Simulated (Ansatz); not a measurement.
# CH4IS: the cost of one run

Computed with Ansatz 0.2.0, Gaussian basis. Level: Hartree-Fock/def2-SVP.

1 further run of the same task is left out (it didn't finish).

**1. The system as given**

The start, a first-order saddle point found at PBE0-D4 in triple zeta: 7 atoms, charge -1, spin multiplicity 1.

Atoms are counted from 1 here; the program's logs count them from 0.

Bond lengths: I1–C2 2.414 Å, C2–H4 1.075 Å, C2–H5 1.076 Å, C2–H6 1.075 Å, S3–H7 1.344 Å. Angles: I1–C2–H4 99.3°, I1–C2–H5 99.3°, I1–C2–H6 99.3°, H4–C2–H5 117.2°, H4–C2–H6 118.0°, H5–C2–H6 117.1°.

Geometry (Å):

```
I    -1.9905   -0.4851    2.0889
C    -0.2477   -0.1826    0.4464
S     1.6947    0.1688   -1.4058
H    -0.7317   -0.6269   -0.4050
H     0.5359   -0.7497    0.9179
H    -0.1631    0.8890    0.4776
H     0.9025    0.9867   -2.1199
```

**2. The run**

md/in.yaml

```yaml
crystal:
  periodic: [false, false, false]
  atoms:
    - {symbol: I, position_ang: [-1.990540, -0.485119, 2.088878]}
    - {symbol: C, position_ang: [-0.247714, -0.182641, 0.446374]}
    - {symbol: S, position_ang: [1.694663, 0.168801, -1.405773]}
    - {symbol: H, position_ang: [-0.731651, -0.626914, -0.405006]}
    - {symbol: H, position_ang: [0.535907, -0.749738, 0.917931]}
    - {symbol: H, position_ang: [-0.163133, 0.888960, 0.477563]}
    - {symbol: H, position_ang: [0.902468, 0.986651, -2.119867]}
basis:
  gaussian: {orbitals: def2-SVP}
total_charge: -1
hamiltonian: {xc: hf}
md: {n_steps: 40, timestep: 0.25, temperature: 300, ensemble: nve, seed: 860, initial_velocities: maxwell_boltzmann}
```

On the command line:

```
ansatz run in.yaml --threads 4 --pin off --events-out ev --progress --plain --max-ram 9574MiB
```

**Question.** How long does this run take on 4 threads of AMD EPYC 9B14, shared host?

About 17 s.
